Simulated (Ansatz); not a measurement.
# BIr3: the cost of one run

Program: Ansatz 0.2.0. Level of theory: DFT PBE, scalar-relativistic, plane waves, PAW. These are calculated values, not measurements.

## Step 1: The structure to begin with

It takes space group Pm-3m (No. 221, cubic). The conventional cell has a = 3.574 Å, b = 3.574 Å, c = 3.574 Å, α = 90.00°, β = 90.00°, γ = 90.00°. B (site symmetry m-3m) is surrounded by 12 Ir at 2.53 Å. Ir (site symmetry 4/mmm) has 4 B at 2.53 Å and 8 Ir at 2.53 Å as nearest neighbours.

Coordinates:

```
B Ir
1.0
     3.57418    0.00000    0.00000
     0.00000    3.57418    0.00000
     0.00000    0.00000    3.57418
B Ir
1 3
Direct
  0.00000 0.00000 0.00000
  0.00000 0.50000 0.50000
  0.50000 0.00000 0.50000
  0.50000 0.50000 0.00000
```

This is candidate A: Cu3Au (L1_2) type (Pm-3m, No. 221).

(A quick probe on a coarse mesh, which set the mesh and smearing, is not shown.)

## Step 3: Coarse relaxation (candidate A)

Contents of input.yaml:

```yaml
crystal:
  lattice:
    - [3.5741829962, 0.0, 0.0]
    - [0.0, 3.5741829962, 0.0]
    - [0.0, 0.0, 3.5741829962]
  atoms:
    - { symbol: B, position: [0.0, 0.0, 0.0] }
    - { symbol: Ir, position: [0.0, 0.5, 0.5] }
    - { symbol: Ir, position: [0.5, 0.0, 0.5] }
    - { symbol: Ir, position: [0.5, 0.5, 0.0] }
basis:
  ecutwfc: 420
kpoints:
  mp_grid: { grid: [6, 6, 6] }
hamiltonian:
  xc: pbe
scf:
  occupations: { method: gaussian, width: 0.1 }
  lower_state_search: "off"
output:
  forces: true
  stress: true
  eigenvalues: true
relax:
  adjacent_minimum: "off"
  f_tol: 0.04
  max_steps: 70
  cell: { stress_tol: 0.4 }
```

On the command line:

```console
> ansatz run input.yaml --threads 1 --pin off --max-ram 2560MiB --backend cpu --events-out ev --progress --plain --runs-dir out
```

**Question.** How long does this run take on 1 thread of Arm Neoverse V2, shared host, and how much memory does it need?

About 5.7 s, with a peak of 0.32 GiB.
